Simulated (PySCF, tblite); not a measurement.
**C4H9FNSi radical: geometry, infrared bands and EPR parameters**

Aim: predict the infrared bands and EPR parameters of C4H9FNSi radical (`[H]/N=[C]/CC[Si@@H](C)F`).

The runs use tblite 0.8.0 and PySCF 2.14.0, with density-fitted response routines of our own; the level of theory stands in each step. All values are computed, except where a source is named. Atoms are numbered from 0 throughout.

### 1 The starting structure

16 atoms, charge 0, multiplicity 2; geometry from: force field or distance geometry start.

Bonds of the start (Å): C0–Si1 1.87, Si1–F2 1.66, Si1–C3 1.87, C3–C4 1.52, C4–C5 1.49, C5–N6 1.30, C0–H7 1.12, C0–H8 1.10, C0–H9 1.12, Si1–H10 1.48, C3–H11 1.11, C3–H12 1.11, C4–H13 1.10, C4–H14 1.10, N6–H15 1.05.

### 2 Relaxing the molecule with GFN2-xTB

The job: settings as JSON, then the geometry in Å.

```
{"job": {"kind": "relax", "xc": "GFN2-xTB", "basis": "xTB"}, "charge": 0, "multiplicity": 2}
C     -2.467700     1.104100     0.216900
Si    -1.413900    -0.431200     0.038400
F     -1.360800    -0.949700    -1.538800
C      0.276500     0.061800     0.671600
C      1.336800    -0.953900     0.278000
C      2.644000    -0.486200     0.811800
N      3.391600     0.196600     0.003500
H     -2.367500     1.470600     1.273400
H     -2.133300     1.866800    -0.503900
H     -3.535900     0.798400     0.071900
H     -2.017600    -1.508100     0.862200
H      0.517700     1.044700     0.206200
H      0.247600     0.199600     1.774900
H      1.104400    -1.905800     0.771400
H      1.467400    -1.018300    -0.815000
H      4.303200     0.519600     0.401000
```

Run with:

```console
> OMP_NUM_THREADS=1 python probes_run.py task.json out
```

The driver reads the jobs from task.json and runs them one after another.

**Question.** This job is followed by: GFN2-xTB harmonic vibrations, gas phase; UKS B3LYP, pcH-1 on C F H N Si, non-relativistic, mean-field spin-orbit, GIAO. What will the session give for the following? strongest single infrared mode (GFN2-xTB); zero-point energy (GFN2-xTB); g(iso) (B3LYP); ⟨S²⟩; largest a(iso) (averaged by class); potential on the surface of density 0.002 e/bohr³, 1st and 99th percentile.

The runs gave:

| quantity | value |
| --- | --- |
| strongest single infrared mode (GFN2-xTB) | 2283 cm⁻¹, 284 km/mol |
| zero-point energy (GFN2-xTB) | 75.9 kcal/mol |
| g(iso) (B3LYP) | 2.00138 |
| ⟨S²⟩ | 0.753 (exact 0.75) |
| largest a(iso) (averaged by class) | 13C on C5, 235.0 MHz |
| potential on the surface of density 0.002 e/bohr³, 1st and 99th percentile | -1.18 V and 1.61 V |

Relaxing lowered the energy by 0.592 eV in 128 steps; the close pair that moved most is C5–N6, from 1.296 to 1.238 Å. All 42 modes are real, so the xTB geometry is a minimum. The strongest single mode, at 2283 cm⁻¹, moves mainly H10. Unscaled tight-binding wavenumbers are off by several per cent, some by more. Its intensities can rank the bands wrongly. C5 carries the largest spin population, 0.74 e. The isotropic g lies 0.9 ppt below the free-electron value.
